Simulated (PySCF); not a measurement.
# PPb+: from the state search to spectroscopic constants

The task here is to estimate one member of a computed series from the others.

The runs use PySCF 2.14.0; P cc-pV(D+d)Z, Pb cc-pVDZ-PP with ECP60, scalar-relativistic core potentials.

Set-up of the first run:

Settings of the job:

```json
{
 "atoms": "P, Pb",
 "charge": "1",
 "basis": "P cc-pV(D+d)Z, Pb cc-pVDZ-PP with ECP60",
 "Hamiltonian": "scalar-relativistic core potentials",
 "basis functions": "46",
 "electrons treated": "36",
 "masses in u": "30.9738, 207.9766",
 "levels": "PBE0, PBE, r²SCAN, LDA, PBEsol, M06, HF, MP2, SCS-MP2, CCSD, CCSD(T)",
 "grid": "80 radial by 434 angular points",
 "occupations": "held fixed by the projection of orbital angular momentum",
 "dissociation limit": "P + Pb+, each in its ground configuration",
 "starting distance in angstrom": "2.560",
 "values of 2S to try": "0, 2, 4"
}
```

Launch:

```sh
> OMP_NUM_THREADS=1 python dia.py task.json out
```

Steps of the session up to this table: Input; The PBE0 curve of the state that the search chose; Other states along the same grid; PBE; r²SCAN (meta-GGA); LDA (local density); PBEsol; M06 (hybrid meta-GGA); UHF; Adding correlation.

One table of the session follows, with a row left open; its other results are not shown here.

It belongs to the step «The curves together». Energy (eV) from each level's lowest point:

| R (Å) | UHF | UHF-MP2 | UHF-SCS-MP2 | UHF-CCSD | UHF-CCSD(T) |
| --- | --- | --- | --- | --- | --- |
| 2.250 | 0.969 | 0.947 | 0.984 | n/a | n/a |
| 2.354 | 0.437 | 0.420 | 0.448 | 0.470 | 0.485 |
| 2.459 | 0.144 | 0.132 | 0.150 | 0.164 | 0.173 |
| 2.538 | 0.037 | 0.030 | 0.039 | 0.046 | 0.051 |
| 2.616 | 0.000 | 0.000 | 0.000 | 0.000 | 0.000 |
| 2.695 | ? | ? | ? | ? | ? |
| 2.799 | 0.082 | 0.128 | 0.110 | 0.071 | 0.065 |
| 2.930 | 0.188 | 0.353 | 0.331 | 0.210 | 0.204 |
| 3.087 | 0.278 | 0.611 | 0.590 | 0.417 | 0.415 |
| 3.296 | 0.341 | 0.831 | 0.807 | n/a | n/a |

Estimate the missing values for R (Å) = 2.695.

Worked estimate for «UHF». A straight line through the neighbours (2.616, 0.000) and (2.799, 0.082) gives 0.000 + (0.082 − 0.000) × (2.695 − 2.616) / (2.799 − 2.616) = 0.035; a parabola fitted to 4 rows on both sides gives 0.023.

The run gave: UHF: 0.014; UHF-MP2: 0.025; UHF-SCS-MP2: 0.016; UHF-CCSD: 0.006; UHF-CCSD(T): 0.003. In «UHF» the line misses by +0.021 and the parabola by +0.009.
